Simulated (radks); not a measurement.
**Fractional charge and spin in the 6s shell of hafnium**

Aim: the energy as the spin-up occupation of 6s runs from 0 to 1 and the spin-down one from 0 to 1, against the two flat planes that join the four corners. Added charge counts from the emptiest corner (up 0, down 0).

Program: radks (a radial shooting solver on a logarithmic mesh, Libxc functionals) version 1. Level of theory: scalar-relativistic Kohn-Sham, PBE, spin-polarised, spherical densities, point nucleus. These are calculated values, not measurements, unless marked.

### Step 1. The system

| Property | Result |
| --- | --- |
| element | hafnium (Z = 72) |
| configuration | [Xe] 4f14 5d(up 1, down 1) 6s(up 1, down 1) |

In the logs a row gives level, spin channel, occupation and eigenvalue; Etot, Ekin, Encl (electron-nucleus), Eh (Hartree) and Exc are energies, all in hartree; err is the last residual, it the number of iterations.

A shell typed twice in an input gives spin up, then spin down.

### Step 2. 6s: up 1, down 1

Settings of this run:

```text
Z 72
configuration [Xe] 4f14 5d1 5d1 6s1 6s1
relativity scalar-relativistic
functional pbe,pbe
spin polarised
nucleus point
c 137.035999084
```

The log of the run:

```text
1s      1   1.0000       -2399.30577666
2s      1   1.0000        -410.32281818
2p      1   3.0000        -360.25785991
3s      1   1.0000         -93.49347652
3p      1   3.0000         -78.53928464
3d      1   5.0000         -60.85154839
4s      1   1.0000         -18.83584228
4p      1   3.0000         -13.93086896
4d      1   5.0000          -7.59500170
4f      1   7.0000          -0.61866028
5s      1   1.0000          -2.46279859
5p      1   3.0000          -1.30732034
5d      1   1.0000          -0.09881717
6s      1   1.0000          -0.18773183
1s      2   1.0000       -2399.30577666
2s      2   1.0000        -410.32281818
2p      2   3.0000        -360.25785991
3s      2   1.0000         -93.49347652
3p      2   3.0000         -78.53928464
3d      2   5.0000         -60.85154839
4s      2   1.0000         -18.83584228
4p      2   3.0000         -13.93086896
4d      2   5.0000          -7.59500170
4f      2   7.0000          -0.61866028
5s      2   1.0000          -2.46279859
5p      2   3.0000          -1.30732034
5d      2   1.0000          -0.09881717
6s      2   1.0000          -0.18773183
Etot -15078.217090359438
Ekin 16523.369687736886
Encl -37200.271224088734
Eh 5906.257259347472
Exc -307.57281335506207
err 7.51089562259403e-09
it 16
```

Highest occupied level: 5d at -2.689 eV.

Radial moments (bohr):

```
level  occupation  energy (eV)     <r>  outermost maximum (interpolated)  90 % within  nodes
   4s           2      -512.55  0.4682                             0.437        0.672      3
   4p           6      -379.08  0.4976                             0.458        0.724      2
   4d          10      -206.67  0.5352                             0.471        0.804      1
   5s           2      -67.016   1.135                              1.02         1.64      4
   5p           6      -35.574   1.342                              1.16         1.97      3
   4f          14      -16.835  0.6773                             0.455         1.15      0
   6s           2       -5.108   3.450                              2.90         5.13      5
   5d           2       -2.689   2.514                              1.69         4.19      2
```

Radial density 4πr²ρ:

```
r (bohr)  4πr²ρ (e/bohr)
0.000695           3.847
 0.00110           7.979
 0.00174           15.79
 0.00277           29.93
 0.00441           51.96
 0.00701           78.60
  0.0111           96.66
  0.0176           93.29
  0.0280           88.22
  0.0441           118.2
  0.0702           125.3
   0.112           101.2
   0.178           117.1
   0.280           61.86
   0.446           70.72
   0.709           33.85
    1.12           14.41
    1.78           4.647
    2.83           1.444
    4.50          0.4749
    7.10         0.04107
```

### Step 3. 6s: up 1, down 0.5

Settings of this run:

```text
Z 72
configuration [Xe] 4f14 5d1 5d1 6s1 6s0.5
relativity scalar-relativistic
functional pbe,pbe
spin polarised
nucleus point
c 137.035999084
```

The log of the run:

```text
1s      1   1.0000       -2399.42734750
2s      1   1.0000        -410.44360958
2p      1   3.0000        -360.37867787
3s      1   1.0000         -93.61429329
3p      1   3.0000         -78.66010289
3d      1   5.0000         -60.97232245
4s      1   1.0000         -18.95670400
4p      1   3.0000         -14.05173013
4d      1   5.0000          -7.71584386
4f      1   7.0000          -0.73956151
5s      1   1.0000          -2.58387125
5p      1   3.0000          -1.42916071
5d      1   1.0000          -0.21734822
6s      1   1.0000          -0.29850177
1s      2   1.0000       -2399.42713929
2s      2   1.0000        -410.44350645
2p      2   3.0000        -360.37857454
3s      2   1.0000         -93.61420002
3p      2   3.0000         -78.66000999
3d      2   5.0000         -60.97223383
4s      2   1.0000         -18.95655369
4p      2   3.0000         -14.05154628
4d      2   5.0000          -7.71558616
4f      2   7.0000          -0.73908314
5s      2   1.0000          -2.58303675
5p      2   3.0000          -1.42754131
5d      2   1.0000          -0.20885592
6s      2   0.5000          -0.28494755
Etot -15078.099192218977
Ekin 16523.24054507265
Encl -37191.45232537144
Eh 5897.609074582244
Exc -307.4964865024289
err 1.3554756809581592e-08
it 16
```

Energy against step 2 (6s: up 1, down 1): +3.208 eV. 5d down is the highest filled level (-5.683 eV).

### Step 4. 6s: up 1, down 0

Settings of this run:

```text
Z 72
configuration [Xe] 4f14 5d1 5d1 6s1 6s0
relativity scalar-relativistic
functional pbe,pbe
spin polarised
nucleus point
c 137.035999084
```

The log of the run:

```text
1s      1   1.0000       -2399.56127276
2s      1   1.0000        -410.57662516
2p      1   3.0000        -360.51172742
3s      1   1.0000         -93.74721750
3p      1   3.0000         -78.79302980
3d      1   5.0000         -61.10521557
4s      1   1.0000         -19.08970939
4p      1   3.0000         -14.18475009
4d      1   5.0000          -7.84886247
4f      1   7.0000          -0.87265455
5s      1   1.0000          -2.71723339
5p      1   3.0000          -1.56318727
5d      1   1.0000          -0.34649647
6s      1   1.0000          -0.41687516
1s      2   1.0000       -2399.56081921
2s      2   1.0000        -410.57639632
2p      2   3.0000        -360.51150081
3s      2   1.0000         -93.74702524
3p      2   3.0000         -78.79283875
3d      2   5.0000         -61.10502974
4s      2   1.0000         -19.08940034
4p      2   3.0000         -14.18436677
4d      2   5.0000          -7.84831650
4f      2   7.0000          -0.87157325
5s      2   1.0000          -2.71519580
5p      2   3.0000          -1.55909696
5d      2   1.0000          -0.32789535
6s      2   0.0000          -0.38753948
Etot -15077.931376586243
Ekin 16523.0580183173
Encl -37181.72866603651
Eh 5888.158100585767
Exc -307.4188294527954
err 2.507507305506649e-09
it 17
```

E − E(step 2, 6s: up 1, down 1) = +7.775 eV. 5d down is the highest filled level (-8.922 eV).

### Step 5. 6s: up 0.5, down 0.5

Settings of this run:

```text
Z 72
configuration [Xe] 4f14 5d1 5d1 6s0.5 6s0.5
relativity scalar-relativistic
functional pbe,pbe
spin polarised
nucleus point
c 137.035999084
```

The log of the run:

```text
1s      1   1.0000       -2399.56230966
2s      1   1.0000        -410.57775854
2p      1   3.0000        -360.51286363
3s      1   1.0000         -93.74835225
3p      1   3.0000         -78.79416532
3d      1   5.0000         -61.10635527
4s      1   1.0000         -19.09076781
4p      1   3.0000         -14.18576898
4d      1   5.0000          -7.84979574
4f      1   7.0000          -0.87331250
5s      1   1.0000          -2.71739528
5p      1   3.0000          -1.56237825
5d      1   1.0000          -0.33833500
6s      1   0.5000          -0.40333576
1s      2   1.0000       -2399.56230966
2s      2   1.0000        -410.57775854
2p      2   3.0000        -360.51286363
3s      2   1.0000         -93.74835225
3p      2   3.0000         -78.79416532
3d      2   5.0000         -61.10635527
4s      2   1.0000         -19.09076781
4p      2   3.0000         -14.18576898
4d      2   5.0000          -7.84979574
4f      2   7.0000          -0.87331250
5s      2   1.0000          -2.71739528
5p      2   3.0000          -1.56237825
5d      2   1.0000          -0.33833500
6s      2   0.5000          -0.40333576
Etot -15077.923949023674
Ekin 16523.049067812997
Encl -37181.63720619862
Eh 5888.073913740652
Exc -307.4097243787047
err 1.2129584523189292e-08
it 16
```

Energy against step 2 (6s: up 1, down 1): +7.977 eV. The top filled level is 5d, -9.207 eV.

### Step 6. 6s: up 0.5, down 0

Settings of this run:

```text
Z 72
configuration [Xe] 4f14 5d1 5d1 6s0.5 6s0
relativity scalar-relativistic
functional pbe,pbe
spin polarised
nucleus point
c 137.035999084
```

The log of the run:

```text
1s      1   1.0000       -2399.70812212
2s      1   1.0000        -410.72250200
2p      1   3.0000        -360.65765256
3s      1   1.0000         -93.89286749
3p      1   3.0000         -78.93868499
3d      1   5.0000         -61.25085211
4s      1   1.0000         -19.23538350
4p      1   3.0000         -14.33040924
4d      1   5.0000          -7.99444084
4f      1   7.0000          -1.01798991
5s      1   1.0000          -2.86229992
5p      1   3.0000          -1.70762714
5d      1   1.0000          -0.47690737
6s      1   0.5000          -0.52808016
1s      2   1.0000       -2399.70787686
2s      2   1.0000        -410.72237634
2p      2   3.0000        -360.65752947
3s      2   1.0000         -93.89276960
3p      2   3.0000         -78.93858800
3d      2   5.0000         -61.25075581
4s      2   1.0000         -19.23522670
4p      2   3.0000         -14.33021158
4d      2   5.0000          -7.99415432
4f      2   7.0000          -1.01738322
5s      2   1.0000          -2.86106986
5p      2   3.0000          -1.70509678
5d      2   1.0000          -0.46671489
6s      2   0.0000          -0.51222535
Etot -15077.695335135144
Ekin 16522.799285921323
Encl -37171.03795531516
Eh 5877.867427996331
Exc -307.3240937376394
err 9.01312919568982e-09
it 16
```

E − E(step 2, 6s: up 1, down 1) = +14.198 eV. Highest occupied level: 5d down at -12.700 eV.

### Step 7. 6s: up 0, down 0

Settings of this run:

```text
Z 72
configuration [Xe] 4f14 5d1 5d1 6s0 6s0
relativity scalar-relativistic
functional pbe,pbe
spin polarised
nucleus point
c 137.035999084
```

The log of the run:

```text
1s      1   1.0000       -2399.86461602
2s      1   1.0000        -410.87787938
2p      1   3.0000        -360.81309037
3s      1   1.0000         -94.04789191
3p      1   3.0000         -79.09371668
3d      1   5.0000         -61.40587436
4s      1   1.0000         -19.39047398
4p      1   3.0000         -14.48549521
4d      1   5.0000          -8.14945117
4f      1   7.0000          -1.17266057
5s      1   1.0000          -3.01650048
5p      1   3.0000          -1.86045423
5d      1   1.0000          -0.61387287
6s      1   0.0000          -0.64310836
1s      2   1.0000       -2399.86461602
2s      2   1.0000        -410.87787938
2p      2   3.0000        -360.81309037
3s      2   1.0000         -94.04789191
3p      2   3.0000         -79.09371668
3d      2   5.0000         -61.40587436
4s      2   1.0000         -19.39047398
4p      2   3.0000         -14.48549521
4d      2   5.0000          -8.14945117
4f      2   7.0000          -1.17266057
5s      2   1.0000          -3.01650048
5p      2   3.0000          -1.86045423
5d      2   1.0000          -0.61387287
6s      2   0.0000          -0.64310836
Etot -15077.402849546337
Ekin 16522.477966240152
Encl -37159.630651496176
Eh 5866.981764965123
Exc -307.23192925543594
err 8.639599409430107e-09
it 16
```

E − E(step 2, 6s: up 1, down 1) = +22.157 eV. Highest occupied level: 5d at -16.704 eV.

### Step 8. Summary of results

```
down \ up       0     0.5       1
        0   0.000  -0.768   0.000
      0.5  -0.768   0.202  -0.679
        1   0.000  -0.679   0.000
```

**Reading.** The table gives the energy in eV minus the planes, whose edge runs along up + down = one added electron; mirror points follow by spin symmetry. With half an added electron in each spin it lies 0.20 eV above the planes. With half an electron added in spin up alone it lies 0.77 eV below them. The planes are only a guide here: the condition holds for ground states with one frontier orbital, and this shell lies below others.
